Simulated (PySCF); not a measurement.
# C3H10BN: the cost of one run

The runs use PySCF 2.14.0, with density-fitted response routines of our own; the level of theory stands in each step. All values are computed, except where a source is named. Atoms are numbered from 0 throughout.

## (1) The starting structure

15 atoms, charge 0, multiplicity 1; geometry from: PBE0-D3(BJ)/def2-SVP.

Bonds of the start (Å): C0–C1 1.34, C1–B2 1.59, B2–N3 1.62, N3–C4 1.46, C0–H5 1.10, C0–H6 1.10, C1–H7 1.10, B2–H8 1.23, B2–H9 1.23, N3–H10 1.02, N3–H11 1.02, C4–H12 1.10, C4–H13 1.10, C4–H14 1.10.

## (2) Spin-spin couplings: HF/pcJ-1

The job: settings as JSON, then the geometry in Å.

```
{"job": {"kind": "j", "xc": "HF", "basis": "pcJ-1"}, "charge": 0, "multiplicity": 1}
C      2.119354    -0.992958     0.018810
C      1.765352     0.226159    -0.413769
B      0.309118     0.845979    -0.571995
N     -0.765920    -0.270582    -0.104582
C     -2.167003     0.150010    -0.163302
H      3.162564    -1.319463     0.091291
H      1.387684    -1.754449     0.329045
H      2.594915     0.891237    -0.695343
H      0.118077     1.815721     0.160658
H      0.019176     1.117459    -1.736134
H     -0.614540    -1.099103    -0.684618
H     -0.513894    -0.554597     0.845250
H     -2.848143    -0.648637     0.165314
H     -2.403797     0.438867    -1.194754
H     -2.294635     1.033533     0.474290
```

With the program's defaults for keys left out, this is: HF/pcJ-1 indirect spin-spin coupling, non-relativistic, gas phase.

On the command line:

```
$ OMP_NUM_THREADS=1 python probes_run.py task.json out
```

This one command runs all jobs of the session in turn.

Q: Estimate the wall time and peak memory of this first job on 1 thread of Arm Neoverse V1, shared host.

About 33 s, with a peak of 0.86 GiB.
